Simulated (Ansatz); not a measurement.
# W8Cl: the cost of one run

Program: Ansatz 0.2.0. Level of theory: DFT PBE+D3(BJ), scalar-relativistic, plane waves, PAW. These are calculated values, not measurements.

The COD cell was measured well above room temperature, so it is larger than a cold one.

3 further runs of the same task are left out: 3 set aside as unsound or not needed.

### Step 1. Starting point

It takes space group P4mm (No. 99, tetragonal). Conventional cell: a = 3.159 Å, b = 3.159 Å, c = 20.739 Å, α = 90.00°, β = 90.00°, γ = 90.00°. W (site symmetry 4mm) has 4 W at 2.74 Å as nearest neighbours. W (site symmetry 4mm) has 13 W at 2.74 to 3.16 Å as nearest neighbours. Around W (site symmetry 4mm) lie 8 W at 2.65 to 2.78 Å. W (site symmetry 4mm) has 4 W at 2.65 Å as nearest neighbours.

As a file:

```
CELL_PARAMETERS angstrom
6.31875 0.00000 0.00000
0.00000 6.31875 0.00000
0.00000 0.00000 20.73906
ATOMIC_POSITIONS crystal
W 0.25000 0.75000 0.38575
W 0.25000 0.25000 0.38575
W 0.75000 0.75000 0.38575
W 0.75000 0.25000 0.38575
W 0.50000 0.50000 0.46192
W 0.50000 0.00000 0.46192
W 0.00000 0.50000 0.46192
W 0.00000 0.00000 0.46192
W 0.75000 0.25000 0.54175
W 0.75000 0.75000 0.54175
W 0.25000 0.25000 0.54175
W 0.25000 0.75000 0.54175
W 0.00000 0.00000 0.61013
W 0.00000 0.50000 0.61013
W 0.50000 0.00000 0.61013
W 0.50000 0.50000 0.61013
```

Planes are indexed in the bulk's conventional cell (Im-3m (No. 229)), a = 3.159 Å, b = 3.159 Å, c = 3.159 Å, α = 90.00°, β = 90.00°, γ = 90.00°.

This (100) slab, 4.7 Å thick as cut, with 16 Å of vacuum, in a 2×2 surface cell; its outer planes are W (top) and W (bottom), was relaxed beforehand with its lower half held: -166143.1794 eV, work function 4.02 eV (top face), 4.16 eV (bottom face), dipole along +c 0.031 e·Å per cell.

### Step 2. Cl2, tilted, over a top (W) site

input.yaml

```yaml
crystal:
  lattice:
    - [6.3187499463, 0.0, 0.0]
    - [0.0, 6.3187499463, 0.0]
    - [0.0, 0.0, 22.8618624597]
  atoms:
    - { symbol: W, position: [0.25, 0.75, 0.349927746] }
    - { symbol: W, position: [0.25, 0.25, 0.349927746] }
    - { symbol: W, position: [0.75, 0.75, 0.349927746] }
    - { symbol: W, position: [0.75, 0.25, 0.349927746] }
    - { symbol: W, position: [0.5, 0.5, 0.4190248062] }
    - { symbol: W, position: [0.5, 0.0, 0.4190248062] }
    - { symbol: W, position: [0.0, 0.5, 0.4190248062] }
    - { symbol: W, position: [0.0, 0.0, 0.4190248062] }
    - { symbol: W, position: [0.75, 0.25, 0.4914474518] }
    - { symbol: W, position: [0.75, 0.75, 0.4914474518] }
    - { symbol: W, position: [0.25, 0.25, 0.4914474518] }
    - { symbol: W, position: [0.25, 0.75, 0.4914474518] }
    - { symbol: W, position: [0.0, 0.0, 0.5534791839] }
    - { symbol: W, position: [0.0, 0.5, 0.5534791839] }
    - { symbol: W, position: [0.5, 0.0, 0.5534791839] }
    - { symbol: W, position: [0.5, 0.5, 0.5534791839] }
    - { symbol: Cl, position: [-0.0988944789, -0.2997411182, 0.6961972152] }
    - { symbol: Cl, position: [0.0, 0.0, 0.6908258243] }
basis:
  ecutwfc: 420
kpoints:
  mp_grid: { grid: [3, 3, 1] }
hamiltonian:
  xc: pbe
  dispersion: d3bj
scf:
  occupations: { method: gaussian, width: 0.1 }
output:
  forces: true
  eigenvalues: true
relax:
  adjacent_minimum: "off"
  f_tol: 0.04
  max_steps: 100
  constraints: [{ sites: [0, 1, 2, 3, 4, 5, 6, 7] }]
efield:
  axis: 3
  dipole_correction: true
  ramp_width: 0.04
```

Command:

```bash
$ ansatz run input.yaml --threads 4 --pin off --max-ram 10240MiB --backend cpu --events-out ev --progress --plain --runs-dir out
```

Q: Estimate wall time and peak memory on 4 threads of Intel Xeon at 2.50GHz (Skylake/Cascade Lake), shared host.

About 14 min, with a peak of 2.7 GiB.
